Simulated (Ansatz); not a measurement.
# Al2Cl (P1) in Ansatz: convergence with k mesh

Aim: find how far k mesh must go before the results for Al2Cl settle, at PBE. This setting moves, with any that are tied to it; all else stays.

All numbers are computed with Ansatz 0.2.0; they aren't measurements. Logs are shortened: lines on timing, memory, paths and dates and some standing lists are left out, and cuts for length are marked.

## Step 1: The cell of the first run

The typed cell holds 3 atoms: a = 3.789 Å, b = 3.789 Å, c = 4.767 Å, α = 90.00°, β = 90.00°, γ = 90.00°.

The cell was built by a generator and needn't be a form met in nature.

The cell isn't the ideal one: atoms moved at random, drawn with an rms of 0.05 Å.

## Step 2: With k mesh 2 × 2 × 2

The input, input.yaml:

```yaml
crystal:
  lattice:
    - [3.78917417, 0.0, 0.0]
    - [0.0, 3.78917417, 0.0]
    - [0.0, 0.0, 4.76684087]
  atoms:
    - { symbol: Al, position: [0.49998, 0.002365, 0.348352] }
    - { symbol: Al, position: [-0.006218, 0.484342, 0.341036] }
    - { symbol: Cl, position: [-0.005041, -0.005734, 0.390452] }
hamiltonian:
  xc: pbe
  pseudopotentials: { kind: paw }
kpoints:
  mp_grid: { grid: [2, 2, 2] }
scf:
  occupations: { method: methfessel_paxton, width: 0.1 }
output:
  forces: true
  stress: true
  eigenvalues: true
```

Potentials or basis: Ansatz PAW.

The run is started by

```console
$ ansatz run input.yaml --threads 2 --pin off --max-ram 5632MiB --backend cpu --events-out ev --progress --plain --runs-dir out
```

The program printed:

```text
Warning: RAYON_NUM_THREADS=2 ignored (pool sized by the plan → 2); use --threads N
Engine: ansatz 0.2.0, aarch64-unknown-linux-gnu
Pseudopotentials: kind: paw
Pseudopotential: Al, paw, valence charge 3, recommended cutoff 420 eV (normal), Al.paw.azcp
Pseudopotential: Cl, paw, valence charge 7, recommended cutoff 420 eV (normal), Cl.paw.azcp
Functional definition: PBE
  parameter kappa = 0.804
  parameter beta = 0.06672455060314922
  exchange = pbe_x(kappa = kappa, mu = beta*pi^2/3)
  correlation = pbe_c(beta = beta)
Crystal: 3 atoms, lattice volume = 68.442 Å³
Basis set: ecut = 420 eV, 1335 PW (Γ), exchange–correlation on 54×54×64 points (8 copies of the dense FFT grid, shifted against one another)
Bands: 11, of which v1, the nominal top of the filled ones, is band 7 counted from 1 (6 counted from 0)
Symmetry: 1 space group operations
Space group: P1 (ITA 1), of the structure as read, at distance tolerance 4.1e-5 Å
k-points: 8
Non-local potential: Al, projectors of the file, l = 0: 2, l = 1: 2, l = 2: 1
Non-local potential: Cl, projectors of the file, l = 0: 2, l = 1: 2, l = 2: 2
PAW form: soft (Blöchl's): semilocal exchange-correlation on the pseudo side does not see the compensation charge
PAW one-centre angular grid: Al, 110 points (default); XC on 64 Gauss nodes
PAW one-centre angular grid: Cl, 110 points (default); XC on 64 Gauss nodes
Initial density: superposition of atomic densities (neutral atoms: chi_scale 0, normalization atom), corrected by the library's trained network
Initial wavefunctions: pseudopotential atomic-orbital guess
Functional: x = pbe(κ = 0.804, μ = 0.2195149727645171), c = pbe(β = 0.06672455060314922)
SCF iter   1: F=—  HF=-2144.582181 eV  |F-HF|=—  |Δ(HF+E_count)|=         —  Δρ=1.11e-2  dr2=9.60e-2  ethr=1.77e-3  ⟨swp⟩=6.0  Hψ=696  notcnv=0
preconditioner: auto → none  [metal: Δε(μ)=0.056 eV  Ē_g=9.388 eV  σ=0.100 eV  W_gap=0.45  n_scr=6 (ndim 8)  ℏωp=14.9 eV  f_vac=0.010  D(μ)=9.41/eV (n_scr^D=138)  sad-step TF]
SCF iter   2: F=—  HF=-2144.562499 eV  |F-HF|=—  |Δ(HF+E_count)|=   1.97e-2  S|Δr|=    0.00e0  Δρ=7.03e-3  dr2=3.74e-2  ethr=7.39e-4  ⟨swp⟩=1.5  Hψ=162  notcnv=0
SCF iter   3: F=—  HF=-2144.560464 eV  |F-HF|=—  |Δ(HF+E_count)|=   2.04e-3  S|Δr|=    0.00e0  Δρ=1.93e-3  dr2=7.30e-3  ethr=2.87e-4  ⟨swp⟩=2.6  Hψ=152  notcnv=0
SCF iter   4: F=—  HF=-2144.559552 eV  |F-HF|=—  |Δ(HF+E_count)|=   9.12e-4  S|Δr|=    0.00e0  Δρ=1.64e-3  dr2=3.33e-3  ethr=5.62e-5  ⟨swp⟩=2.2  Hψ=124  notcnv=0
SCF iter   5: F=—  HF=-2144.559229 eV  |F-HF|=—  |Δ(HF+E_count)|=   3.22e-4  S|Δr|=    0.00e0  Δρ=5.23e-4  dr2=5.81e-4  ethr=2.56e-5  ⟨swp⟩=2.0  Hψ=120  notcnv=0
SCF iter   6: F=—  HF=-2144.559129 eV  |F-HF|=—  |Δ(HF+E_count)|=   1.00e-4  S|Δr|=    0.00e0  Δρ=2.17e-4  dr2=6.54e-5  ethr=4.47e-6  ⟨swp⟩=1.0  Hψ=85  notcnv=0
SCF iter   7: F=—  HF=-2144.559190 eV  |F-HF|=—  |Δ(HF+E_count)|=   6.09e-5  S|Δr|=    0.00e0  Δρ=1.01e-4  dr2=1.66e-5  ethr=5.03e-7  ⟨swp⟩=1.9  Hψ=124  notcnv=0  defer=1
SCF iter   8: F=—  HF=-2144.559188 eV  |F-HF|=—  |Δ(HF+E_count)|=   1.92e-6  S|Δr|=    0.00e0  Δρ=1.53e-5  dr2=2.98e-7  ethr=1.28e-7  ⟨swp⟩=1.5  Hψ=96  notcnv=0  defer=1
SCF iter   9: F=-2144.559188 eV  HF=-2144.559188 eV  |F-HF|=3.10e-8  |Δ(HF+E_count)|=   4.40e-8  S|Δr|=    0.00e0  Δρ=7.20e-6  dr2=7.41e-8  ethr=7.69e-10  ⟨swp⟩=7.0  Hψ=475  notcnv=0
SCF 1 converged in 9 iterations: F = -2144.559188 eV  dr2 = 7.41e-8
SCF converged after 9 iterations
Stability not checked: this state was not tested for a lower state beside it, because cold or Methfessel-Paxton smearing, or corrected tetrahedra, fill the levels in a way that the test cannot read (fill_not_monotonic; see scf.lower_state_search)
Free energy (F): -2144.559188 eV
Harris-Foulkes:  -2144.559188 eV  (|F-HF|=3.10e-8)
Internal energy: -2144.543577 eV  (E = F + TS)
E sigma→0 (E₀):  -2144.555285 eV
Entropy (-TS):   -0.015611 eV (-5.204 meV/atom)
Fermi energy:    5.279768 eV
Step filling:    the computed levels leave a gap of 0.0343 eV = 0.3 smearing widths at the electron count; against every level under it full and every level over it empty, smearing changes F+E_penalty+E_count by -5.385 meV and its σ→0 estimate by -1.482 meV
--- Per-component energies (eV) ---
  E_band       = -46.743832
  E_kinetic    = 230.911327
  E_local      = -517.929910  (includes V_loc(G=0)·N_el)
  E_nonlocal   = 57.464152
  E_hartree    = 188.541215
  E_xc         = -192.542336
  E_vxc        = -187.458330  (∫ρ·V_xc dr)
  E_paw        = -1596.845395  (= ΣΔE_a)
  E_vpaw       = -6.817286  (= ΣTr[D̂ρ^β])
  E_aug_tail   = 0.000082  (compensation charges beyond the density's cutoff)
  E_ewald      = -314.142712
  E_smearing   = -0.015611  (= −TS)
  E_closure    = -0.000000  (closes the sum)
  Σ components = -2144.559188   (vs F -2144.559188, Δ=0.00e0)
--- Forces (eV/Å), atoms counted from 1 ---
  atom   1  Al    -1.31682412     0.15865734    -1.80448320
  atom   2  Al     0.04738663     2.65770243    -2.13649030
  atom   3  Cl     1.26940880    -2.81631659     3.94091058
  max |Σ_I F_I| component: 6.29e-5 eV/Å
--- Stress (GPa, compression-positive) ---
       83.078276       0.009676       0.558106
        0.009675      81.547491      -1.446798
        0.558105      -1.446796      -2.846042
  P = ⅓ Tr σ = 53.9266 GPa (539.266 kbar)
--- Band table (eV; the first three rows and the last of 8) ---
  k-point 0: bands = ["-16.8782", "-5.5447", "-5.5295", "-3.7034", "0.5993", "4.6856", "6.0739", "8.0317", "8.1337", "9.1332", "9.1656"]
  k-point 1: bands = ["-16.8693", "-5.5359", "-5.5207", "-3.9515", "1.0409", "4.8616", "5.3137", "8.0491", "8.7154", "8.7374", "10.1901"]
  k-point 2: bands = ["-16.5959", "-7.1039", "-5.4135", "-3.4240", "3.5620", "3.7984", "5.2675", "5.3295", "7.8826", "9.1122", "10.0890"]
  k-point 7: bands = ["-16.3159", "-6.7818", "-6.7639", "-3.3295", "1.1473", "4.9974", "5.0045", "8.1967", "8.4073", "8.4189", "10.2037"]
```

Wall time 0.47 s (2 threads of Arm Neoverse V2, shared host); peak memory 0.26 GiB.

Results:

- Free energy: -2144.5592 eV
- Pressure: 53.9 GPa
- Largest force: 5.007 eV/Å
- Band gap on the k mesh: none (metal or under the smearing width)

## Step 3: With k mesh 3 × 3 × 2

input.yaml: that of step 2 with these lines changed.

```diff
@@ -13,3 +13,3 @@
 kpoints:
-  mp_grid: { grid: [2, 2, 2] }
+  mp_grid: { grid: [3, 3, 2] }
 scf:
```

Potentials or basis: Ansatz PAW.

The run is started by

```console
$ ansatz run input.yaml --threads 2 --pin off --max-ram 5632MiB --backend cpu --events-out ev --progress --plain --runs-dir out
```

It took 0.58 s on 2 threads of Arm Neoverse V2, shared host; peak memory 0.27 GiB.

What came out:

| Item | Value |
| --- | --- |
| Free energy | -2143.8819 eV |
| Pressure | 51.6 GPa |
| Largest force | 5.730 eV/Å |
| Band gap on the k mesh | none (metal or under the smearing width) |

## Step 4: With k mesh 4 × 4 × 3

input.yaml: that of step 3 with these lines changed.

```diff
@@ -13,3 +13,3 @@
 kpoints:
-  mp_grid: { grid: [3, 3, 2] }
+  mp_grid: { grid: [4, 4, 3] }
 scf:
```

The run is started by

```console
$ ansatz run input.yaml --threads 2 --pin off --max-ram 5632MiB --backend cpu --events-out ev --progress --plain --runs-dir out
```

Wall time 1.1 s (2 threads of Arm Neoverse V2, shared host); peak memory 0.29 GiB.

Results:

| Property | Result |
| --- | --- |
| Free energy | -2144.0184 eV |
| Pressure | 48.5 GPa |
| Largest force | 4.950 eV/Å |
| Band gap on the k mesh | none (metal or under the smearing width) |

## Step 5: With k mesh 5 × 5 × 4

input.yaml: that of step 4 with these lines changed.

```diff
@@ -13,3 +13,3 @@
 kpoints:
-  mp_grid: { grid: [4, 4, 3] }
+  mp_grid: { grid: [5, 5, 4] }
 scf:
```

The run is started by

```console
$ ansatz run input.yaml --threads 2 --pin off --max-ram 5632MiB --backend cpu --events-out ev --progress --plain --runs-dir out
```

It took 1.9 s on 2 threads of Arm Neoverse V2, shared host; peak memory 0.33 GiB.

What came out:

```yaml
Free_energy: -2144.0517 eV
Pressure: 50.9 GPa
Largest_force: 5.050 eV/Å
Band_gap_on_the_k_mesh: none (metal or under the smearing width)
```

## Step 6: With k mesh 6 × 6 × 5

input.yaml: that of step 5 with these lines changed.

```diff
@@ -13,3 +13,3 @@
 kpoints:
-  mp_grid: { grid: [5, 5, 4] }
+  mp_grid: { grid: [6, 6, 5] }
 scf:
```

Potentials or basis: Ansatz PAW.

The run is started by

```console
$ ansatz run input.yaml --threads 2 --pin off --max-ram 5632MiB --backend cpu --events-out ev --progress --plain --runs-dir out
```

It took 3.3 s on 2 threads of Arm Neoverse V2, shared host; peak memory 0.36 GiB.

It converged, with:

* Free energy: -2144.1291 eV
* Pressure: 51.3 GPa
* Largest force: 5.045 eV/Å
* Band gap on the k mesh: none (metal or under the smearing width)

## Step 7: With k mesh 8 × 8 × 6

input.yaml: that of step 6 with these lines changed.

```diff
@@ -13,3 +13,3 @@
 kpoints:
-  mp_grid: { grid: [6, 6, 5] }
+  mp_grid: { grid: [8, 8, 6] }
 scf:
```

The run is started by

```console
$ ansatz run input.yaml --threads 2 --pin off --max-ram 5632MiB --backend cpu --events-out ev --progress --plain --runs-dir out
```

It took 7 s on 2 threads of Arm Neoverse V2, shared host; peak memory 0.45 GiB.

Results (log left out):

* Free energy: -2144.0964 eV
* Pressure: 50.3 GPa
* Largest force: 5.128 eV/Å
* Band gap on the k mesh: none (metal or under the smearing width)

## Step 8: With k mesh 10 × 10 × 8

input.yaml: that of step 7 with these lines changed.

```diff
@@ -13,3 +13,3 @@
 kpoints:
-  mp_grid: { grid: [8, 8, 6] }
+  mp_grid: { grid: [10, 10, 8] }
 scf:
```

The run is started by

```console
$ ansatz run input.yaml --threads 2 --pin off --max-ram 5632MiB --backend cpu --events-out ev --progress --plain --runs-dir out
```

It took 14 s on 2 threads of Arm Neoverse V2, shared host; peak memory 0.62 GiB.

The run converged. Its results:

```yaml
Free_energy: -2144.1264 eV
Pressure: 50.4 GPa
Largest_force: 5.126 eV/Å
Band_gap_on_the_k_mesh: none (metal or under the smearing width)
```

## Step 9: With k mesh 12 × 12 × 9

input.yaml: that of step 8 with these lines changed.

```diff
@@ -13,3 +13,3 @@
 kpoints:
-  mp_grid: { grid: [10, 10, 8] }
+  mp_grid: { grid: [12, 12, 9] }
 scf:
```

Potentials or basis: Ansatz PAW.

The run is started by

```console
$ ansatz run input.yaml --threads 2 --pin off --max-ram 5632MiB --backend cpu --events-out ev --progress --plain --runs-dir out
```

Wall time 23 s (2 threads of Arm Neoverse V2, shared host); peak memory 0.82 GiB.

Results (log left out):

* Free energy: -2144.1167 eV
* Pressure: 50.3 GPa
* Largest force: 5.119 eV/Å
* Band gap on the k mesh: none (metal or under the smearing width)

## Step 10: Result

```
     k mesh  energy less the tightest run, at zero smearing (meV/atom)  pressure (GPa)  largest force (eV/Å)  SCF cycles  CPU time (s)  peak memory (GiB)
  2 × 2 × 2                                                    -146.29           53.93                 5.007           9          0.72               0.26
  3 × 3 × 2                                                      79.02           51.59                 5.730           8             1               0.27
  4 × 4 × 3                                                      32.91           48.54                 4.950           8             2               0.29
  5 × 5 × 4                                                      21.68           50.86                 5.050           8           3.7               0.33
  6 × 6 × 5                                                      -4.35           51.26                 5.045           8           6.5               0.36
  8 × 8 × 6                                                       6.92           50.31                 5.128           8            14               0.45
10 × 10 × 8                                                      -3.31           50.44                 5.126           8            28               0.62
12 × 12 × 9                                                       0.00           50.31                 5.119           8            45               0.82
```

Not settled before the last step: the energy (to 1 meV/atom), the pressure (to 0.1 GPa), the largest force (to 0.005 eV/Å). Meshes of other sizes hit other points, so gaps and Fermi surfaces needn't settle smoothly. The tightest run that finished is the yardstick and may itself not be fully converged.

Caveats: an odd number of electrons without spin polarisation forces a metal; a magnetic or distorted state may lie lower.
